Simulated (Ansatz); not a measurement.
## H4SSi, SMILES [SiH3]S: the interaction energy of a dimer with the counterpoise correction, step by step

Computed with the Ansatz DFT code, driven from Python.

Notebook, run cell by cell (the value of a cell's last expression is shown):

In [1]:
```python
import ansatz
```

In [2]:
```python
FIRST = [
    ("Si", (-0.14, -0.3243, -0.419)),
    ("S", (0.8772, 0.0171, 1.3981)),
    ("H", (-1.6631, -0.0362, -0.1929)),
    ("H", (0.1019, -1.6563, -0.9121)),
    ("H", (0.3107, 0.6886, -1.4499)),
    ("H", (0.5135, 1.3113, 1.5759)),
]
SECOND = [
    ("Si", (1.1412, -2.163, -4.5955)),
    ("S", (2.1354, -2.5655, -2.7782)),
    ("H", (1.5304, -3.2757, -5.6272)),
    ("H", (1.4418, -0.8378, -5.0743)),
    ("H", (-0.353, -2.3049, -4.3977)),
    ("H", (1.6368, -3.8082, -2.5634)),
]
```

In [3]:
```python
def energy(atoms, ghosts=()):
    molecule = ansatz.Crystal.molecule()
    for symbol, xyz in atoms:
        molecule = molecule.atom(symbol, xyz)
    calc = (
        molecule.calculation()
        .basis(gaussian="def2-SVPD")
        .functional("pbe")
    )
    deck = calc.input()
    if ghosts:
        deck = deck.set(ansatz.key.basis.gaussian.ghost_atoms, [{"symbol": s, "position_ang": list(xyz)} for s, xyz in ghosts])
    return ansatz.Session.from_dict(deck).plan().execute().report["free_energy_ev"]
```

In [4]:
```python
# monomers in their own basis and in the basis of the dimer
both = energy(FIRST + SECOND)
alone = energy(FIRST) + energy(SECOND)
ghosted = energy(FIRST, SECOND) + energy(SECOND, FIRST)
print(f"dimer {both:.6f} eV")
print(f"interaction, uncorrected   {(both - alone):8.3f} eV")
print(f"interaction, counterpoise  {(both - ghosted):8.3f} eV")
print(f"basis-set superposition    {(alone - ghosted):8.3f} eV")
```
```text
dimer -37527.449036 eV
interaction, uncorrected     -0.009 eV
interaction, counterpoise     0.022 eV
basis-set superposition       0.031 eV
```

Uncorrected it is -0.009 eV, with the counterpoise correction 0.022 eV; the difference, 0.03 eV, is the superposition error. The sign changes with the correction, so this basis doesn't settle it.

What to keep in mind:
- Total energies depend on the basis set; only differences at equal settings carry meaning.
- The dimer is a generated trial pose of unrelaxed monomers, not a minimum, so the figure is no binding energy, and the basis set is small.
- This level lacks the dispersion part of the attraction (electrostatics and induction are there), which can decide the sign where the interaction is weak.
- The whole script took 18 s on 1 thread of Arm Neoverse V1, with other jobs on the host, peak memory 0.28 GiB.
